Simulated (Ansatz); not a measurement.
# AlH4NOSi: the cost of one run

Program: Ansatz 0.2.0. Level of theory: RKS PBE0/def2-SVP. These are calculated values, not measurements.

## Step 1: Starting point

Bond lengths: O1–Si2 1.508 Å, Si2–N3 1.732 Å, N3–Al4 1.805 Å, Si2–H5 1.446 Å, N3–H6 1.021 Å, Al4–H7 1.542 Å, Al4–H8 1.541 Å. Angles: O1–Si2–N3 122.5°, O1–Si2–H5 130.8°, N3–Si2–H5 106.7°, Si2–N3–Al4 139.7°, Si2–N3–H6 109.4°, Al4–N3–H6 110.9°, N3–Al4–H7 123.0°, N3–Al4–H8 119.6°, H7–Al4–H8 117.4°.

Coordinates:

```xyz
8

O    -0.6126    2.9099    0.4092
Si   -0.3611    1.6314   -0.3489
N    -0.0109    0.1325    0.4451
Al    0.3413   -1.5914    0.0405
H    -0.3490    1.3626   -1.7695
H    -0.0060    0.2775    1.4560
H     0.4126   -2.1174   -1.4076
H     0.5857   -2.6052    1.1753
```

## Step 2: Relaxing end A

input.yaml reads:

```yaml
crystal:
  periodic: [false, false, false]
  atoms:
    - { symbol: O, position_ang: [-0.61263, 2.90994, 0.4092] }
    - { symbol: Si, position_ang: [-0.36112, 1.63137, -0.34891] }
    - { symbol: "N", position_ang: [-0.01086, 0.13249, 0.44506] }
    - { symbol: Al, position_ang: [0.34132, -1.59138, 0.04046] }
    - { symbol: H, position_ang: [-0.34903, 1.3626, -1.76946] }
    - { symbol: H, position_ang: [-0.00595, 0.27751, 1.45599] }
    - { symbol: H, position_ang: [0.41261, -2.11736, -1.40761] }
    - { symbol: H, position_ang: [0.58566, -2.60516, 1.17527] }
basis:
  gaussian: { orbitals: def2-SVP }
hamiltonian:
  xc: pbe0
relax:
  f_tol: 0.015
  max_steps: 40
```

Launch:

```sh
$ ansatz run input.yaml --threads 1 --pin off --max-ram 2048MiB --backend cpu --events-out ev --progress --plain --runs-dir out
```

Q: Estimate wall time and peak memory on 1 thread of Intel Xeon Platinum 8375C at 2.90GHz (Ice Lake), shared host.

About 25 s, with a peak of 0.18 GiB.
